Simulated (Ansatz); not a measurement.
Predict the output of the script below (the Ansatz DFT code, driven from Python).

Script `mg2h2o3_partial.py`:
```python
'''Where the band-edge states of Mg2H2O3 lie.'''

import itertools
import warnings

import ansatz as az
import numpy as np

warnings.simplefilter('ignore', az.DeckWarning)

system = (
    az.Lattice.from_parameters(3.085, 3.085, 7.71, alpha=90, beta=90, gamma=120)
    .space_group(164)
    .atom('Mg', [2 / 3, 1 / 3, 0.8399])
    .atom('H', [1 / 3, 2 / 3, 0.5666])
    .atom('O', [1 / 3, 2 / 3, 0.6949])
    .atom('O', [0.0, 0.0, 0.0])
)

calc = (
    system.calculation()
    .pseudopotentials('paw')
    .functional('lda')
    .kpoints(spacing=0.36)  # the mesh must be finer for metals
    .basis(550)  # cutoff of the orbital basis
    .occupations('fixed')
    .band_densities([('v1', 'v1'), ('c1', 'c1')])
)
with warnings.catch_warnings(record=True) as caught:
    warnings.simplefilter('always')
    res = calc.run()
print('warnings raised:', sorted(w.category.__name__ for w in caught) or 'none')
r = res.report
# share of each window within a sphere about each atom, summed on the grid
cell = np.asarray(res.lattice.cell_ang)
for names, window in zip([('v1', 'v1'), ('c1', 'c1')], res.band_densities().windows):
    density = window.outcome.density
    rho = density.channels[0].density_e_per_ang3
    axes = density.fft_grid_basis @ cell
    points = np.stack(np.meshgrid(*(np.arange(n) / n for n in rho.shape), indexing='ij'), axis=-1)
    print('bands', names, 'electrons', np.round(window.outcome.n_electrons, 3), 'peak', round(float(rho.max()), 3), 'e/A^3')
    for index, site in enumerate(res.lattice.sites):
        offset = points - np.asarray(site.position_ang) @ np.linalg.inv(axes)
        offset -= np.round(offset)
        distance = np.min([np.linalg.norm((offset + image) @ axes, axis=-1) for image in itertools.product((-1, 0, 1), repeat=3)], axis=0)
        print(f'   {index} {site.symbol:2s} {100 * rho[distance < 1.2].sum() / rho.sum():5.1f} % within 1.2 A')
```

```console
$ python mg2h2o3_partial.py
warnings raised: none
bands ('v1', 'v1') electrons [2.] peak 1.204 e/A^3
   0 Mg   2.6 % within 1.2 A
   1 Mg   2.6 % within 1.2 A
   2 H   12.9 % within 1.2 A
   3 H   12.9 % within 1.2 A
   4 O   20.5 % within 1.2 A
   5 O   20.5 % within 1.2 A
   6 O   50.0 % within 1.2 A
bands ('c1', 'c1') electrons [2.] peak 1.122 e/A^3
   0 Mg   2.8 % within 1.2 A
   1 Mg   2.8 % within 1.2 A
   2 H   32.4 % within 1.2 A
   3 H   32.4 % within 1.2 A
   4 O   16.2 % within 1.2 A
   5 O   16.2 % within 1.2 A
   6 O    3.7 % within 1.2 A
```

Reading the output:
- The starting cell is as deposited in a crystallographic database; the results hold for this polymorph, which needn't be the stable one.
- The windows are summed over all k-points with every state counted as full, the empty ones too; where a window cuts a degenerate level its bands share the weight. Values near the nuclei depend on the potentials. Spheres that overlap count density twice, so shares are no populations.
- The whole script took 3.6 s on 1 thread of Arm Neoverse V1, with other jobs on the host, peak memory 0.39 GiB.
